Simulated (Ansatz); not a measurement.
# CH4GeSi: functionals against CCSD(T) at one geometry

An exercise on one series of results from a longer session: the logs are not shown, and one member is left open.

The runs use Ansatz 0.2.0, Gaussian basis; single points in def2-TZVPP.

Cores are frozen in the correlated methods. Filled d shells of the heavier atoms are correlated.

### Starting geometry

SMILES `[SiH]#[C][GeH3]`, 7 atoms, charge 0, spin multiplicity 1.

Atoms are counted from 1 here; the program's logs count them from 0.

Bond lengths: Si1–C2 1.726 Å, Si1–H4 1.500 Å, C2–Ge3 1.822 Å, Ge3–H5 1.498 Å, Ge3–H6 1.701 Å, Ge3–H7 1.697 Å. Angles: C2–Si1–H4 173.9°, Si1–C2–Ge3 118.0°, C2–Ge3–H5 117.4°, C2–Ge3–H6 109.1°, C2–Ge3–H7 119.9°, H5–Ge3–H6 89.4°, H5–Ge3–H7 112.2°, H6–Ge3–H7 103.1°.

Coordinates:

```
Si   -1.25190   -1.67310   -0.04980
C    -1.08530    0.00150    0.33230
Ge    0.49440    0.81580   -0.06760
H    -1.50640   -3.13560   -0.26600
H     0.49300    1.80760   -1.18980
H     0.75840    2.08580    1.03240
H     1.94330   -0.06450    0.00730
```

The first run:

run/in.yaml

```yaml
crystal:
  periodic: [false, false, false]
  atoms:
    - {symbol: Si, position_ang: [-1.251900, -1.673100, -0.049800]}
    - {symbol: C, position_ang: [-1.085300, 0.001500, 0.332300]}
    - {symbol: Ge, position_ang: [0.494400, 0.815800, -0.067600]}
    - {symbol: H, position_ang: [-1.506400, -3.135600, -0.266000]}
    - {symbol: H, position_ang: [0.493000, 1.807600, -1.189800]}
    - {symbol: H, position_ang: [0.758400, 2.085800, 1.032400]}
    - {symbol: H, position_ang: [1.943300, -0.064500, 0.007300]}
basis:
  gaussian: {orbitals: def2-TZVPP}
correlation: {method: ccsd_t}
output: {forces: true}
```

The command line of these runs was not kept.

Among the steps run: CCSD(T)/def2-TZVPP; PBE0-D4/def2-TZVPP; wB97M-V/def2-TZVPP; r2SCAN-D4/def2-TZVPP; PBE-D4/def2-TZVPP; B97M-V/def2-TZVPP; LC-wPBE/def2-TZVPP.

One of the session's tables, all rows but one given; the rest of the session is left out.

```
   method  RMS force component (eV/Å)  angle to CCSD(T) forces (°)  dipole (D)
  CCSD(T)                       1.618                    reference        4.24
  PBE0-D4                       1.681                          9.6        4.61
  wB97M-V                       1.806                         10.9        4.96
r2SCAN-D4                       1.600                          7.3        4.38
   PBE-D4                           ?                            ?           ?
   B97M-V                       1.599                          8.9        4.54
  LC-wPBE                       1.913                         15.9        5.19
```

Estimate the missing values for PBE-D4.

As computed: RMS force component (eV/Å): 1.520; angle to CCSD(T) forces (°): 6.9; dipole (D): 4.12. In the column «RMS force component (eV/Å)» it is the lowest.
